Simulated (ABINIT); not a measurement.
The system is Tc.

```
CELL_PARAMETERS angstrom
2.73936 0.00000 0.00000
-1.36968 2.37235 0.00000
0.00000 0.00000 8.76968
ATOMIC_POSITIONS crystal
Tc 0.66667 0.33333 0.75000
Tc 0.00000 0.00000 0.50000
Tc 0.33333 0.66667 0.25000
Tc 0.00000 0.00000 0.00000
```

```yaml
Program: ABINIT 10.8.3 (patched build)
Task: relaxation of cell and atoms
Functional: PBE
Potentials_or_basis: JTH PAW PBE v2.0
Cutoff: 463 eV
k_mesh: 8 × 8 × 2
Occupations: fermi-dirac, width 0.05 eV
Spin: no spin polarisation
```

At the start: pressure 4.1 GPa; volume 14.25 Å³/atom.

**Question.** Where does the relaxation end?

**Answer.** Over 6 steps the energy falls by 2.9 meV/atom and the volume is 14.43 Å³/atom (+1.3 %); space group P6_3/mmc (No. 194, to 0.05 Å).

The path:
```csv
step,energy change (eV),largest force (eV/Å),pressure (GPa),volume (Å³)
1,0.0000,0.0000,4.09,56.99
2,-0.0109,0.0000,0.19,57.71
3,-0.0114,0.0000,-0.11,57.76
4,-0.0116,0.0000,-0.10,57.76
5,-0.0116,0.0000,-0.02,57.74
6,-0.0116,0.0000,0.00,57.74
```

Final structure:
```
Tc
1.0
     2.75756    0.00000    0.00000
    -1.37878    2.38811    0.00000
     0.00000    0.00000    8.76778
Tc
4
Cartesian
  1.3788 0.7960 6.5758
  0.0000 0.0000 4.3839
  0.0000 1.5921 2.1919
  0.0000 0.0000 0.0000
```
